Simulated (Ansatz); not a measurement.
# C2H3FSi: small, medium and large basis sets

An exercise on one series of results from a longer session: the logs are not shown, and one member is left open.

Program: Ansatz 0.2.0, Gaussian basis. Level of theory: one geometry, several basis sets. These are calculated values, not measurements.

Levels to be run: PBE0-D4/def2-SVP; ωB97M-V/def2-SVP; PBE0-D4/def2-QZVPP; ωB97M-V/def2-QZVPP; CCSD(T)/cc-pV(D+d)Z; CCSD(T)/cc-pV(T+d)Z; CCSD(T)/cc-pV(Q+d)Z; the functionals' def2-TZVPP values are taken from earlier runs.

### The geometry

An earlier PBE0-D4 in a triple-zeta def2 set relaxation fixed the geometry.

SMILES `C#C[SiH2]F`, 7 atoms, charge 0, spin multiplicity 1.

Atoms are counted from 1 here; the program's logs count them from 0.

Bond lengths: C1–C2 1.206 Å, C1–H5 1.066 Å, C2–Si3 1.817 Å, Si3–F4 1.595 Å, Si3–H6 1.478 Å, Si3–H7 1.478 Å. Angles: C2–C1–H5 179.8°, C1–C2–Si3 178.5°, C2–Si3–F4 109.2°, C2–Si3–H6 109.8°, C2–Si3–H7 109.8°, F4–Si3–H6 108.2°, F4–Si3–H7 108.2°, H6–Si3–H7 111.7°.

Coordinates:

```
atom    x (Å)    y (Å)    z (Å)
  C1  -0.3275  -1.8395  -0.6388
  C2  -0.1227  -0.7155  -0.2534
 Si3   0.2078   0.9607   0.3640
  F4  -0.4118   2.0242  -0.6512
  H5  -0.5107  -2.8320  -0.9831
  H6  -0.4409   1.1460   1.6795
  H7   1.6668   1.1880   0.4371
```

Set-up of the first run:

Input file in.yaml:

```yaml
crystal:
  periodic: [false, false, false]
  atoms:
    - {symbol: C, position_ang: [-0.327461, -1.839520, -0.638759]}
    - {symbol: C, position_ang: [-0.122713, -0.715474, -0.253383]}
    - {symbol: Si, position_ang: [0.207811, 0.960740, 0.364021]}
    - {symbol: F, position_ang: [-0.411777, 2.024184, -0.651169]}
    - {symbol: H, position_ang: [-0.510663, -2.832014, -0.983144]}
    - {symbol: H, position_ang: [-0.440934, 1.145990, 1.679525]}
    - {symbol: H, position_ang: [1.666836, 1.187993, 0.437111]}
basis:
  gaussian: {orbitals: def2-SVP}
hamiltonian: {xc: pbe0, dispersion: d4}
output: {orbitals: {seedname: orbitals}}
```

The run is started by

```bash
ansatz run in.yaml --threads 2 --pin off --events-out ev --progress --plain --max-ram 32768MiB --backend cpu
```

Among the steps run: PBE0-D4 in def2-SVP; ωB97M-V in def2-SVP; PBE0-D4 in def2-QZVPP; ωB97M-V in def2-QZVPP.

One of the session's tables, all rows but one given; the rest of the session is left out.

```
functional       basis  HOMO (eV)
   PBE0-D4    def2-SVP      -8.51
   PBE0-D4  def2-TZVPP      -8.57
   PBE0-D4  def2-QZVPP          ?
   ωB97M-V    def2-SVP     -10.72
   ωB97M-V  def2-TZVPP     -10.81
   ωB97M-V  def2-QZVPP     -10.82
```

**Question.** Estimate the row for PBE0-D4, def2-QZVPP.

**Answer.** HOMO (eV): -8.59. In the column «HOMO (eV)» it lies between ωB97M-V, def2-SVP (-10.72) and PBE0-D4, def2-TZVPP (-8.57).
